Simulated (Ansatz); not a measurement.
**CH₄BFO: basis-set convergence**

How large a basis does CH₄BFO need? Two functionals are run in growing sets.

Computed with Ansatz 0.2.0, Gaussian basis. Level: one geometry, several basis sets.

Levels to be run: PBE0-D4/def2-SVP; ωB97M-V/def2-SVP; PBE0-D4/def2-QZVPP; ωB97M-V/def2-QZVPP; the functionals' def2-TZVPP values are taken from earlier runs.

**1. The relaxed structure**

The geometry comes from an earlier relaxation with PBE0-D4 in a triple-zeta def2 set; it is a stationary point, not always the lowest conformer.

8 atoms, charge 0, spin multiplicity 1.

Atoms are counted from 1 here; the program's logs count them from 0.

Bond lengths: C1–B2 1.558 Å, C1–H5 1.094 Å, C1–H6 1.090 Å, C1–H7 1.094 Å, B2–O3 1.353 Å, B2–F4 1.343 Å, O3–H8 0.962 Å. Angles: B2–C1–H5 110.2°, B2–C1–H6 112.6°, B2–C1–H7 110.2°, H5–C1–H6 108.7°, H5–C1–H7 106.1°, H6–C1–H7 108.7°, C1–B2–O3 122.1°, C1–B2–F4 119.9°, O3–B2–F4 118.0°, B2–O3–H8 112.8°.

**2. PBE0-D4 in def2-SVP**

in.yaml reads:

```yaml
crystal:
  periodic: [false, false, false]
  atoms:
    - {symbol: C, position_ang: [-0.375618, 0.897538, -0.278295]}
    - {symbol: B, position_ang: [0.324598, -0.465724, 0.003717]}
    - {symbol: O, position_ang: [-0.051044, -1.270284, 1.024668]}
    - {symbol: F, position_ang: [1.335696, -0.873319, -0.779913]}
    - {symbol: H, position_ang: [-0.786346, 0.909666, -1.292364]}
    - {symbol: H, position_ang: [-1.178813, 1.108959, 0.426877]}
    - {symbol: H, position_ang: [0.352652, 1.713034, -0.235522]}
    - {symbol: H, position_ang: [0.470975, -2.076970, 1.075031]}
basis:
  gaussian: {orbitals: def2-SVP}
hamiltonian: {xc: pbe0, dispersion: d4}
output: {orbitals: {seedname: orbitals}}
```

After this run come: ωB97M-V in def2-SVP; PBE0-D4 in def2-QZVPP; ωB97M-V in def2-QZVPP.

Q: Predict the results of all the runs planned. Wanted: PBE0-D4: double and triple zeta above quadruple; ωB97M-V: double and triple zeta above quadruple.

The runs gave:

```
                                       quantity          value
PBE0-D4: double and triple zeta above quadruple  8.12, 0.36 eV
ωB97M-V: double and triple zeta above quadruple  8.32, 0.35 eV
```

For PBE0-D4 the step from double to triple zeta gains 7.75 eV and the next only 0.36 eV. These are total energies; as a rule much of such shifts cancels in differences, which this series doesn't test. The LUMO of ωB97M-V is positive and keeps falling with the basis (3.31 to 1.47 eV): an unbound level that the basis holds in place.
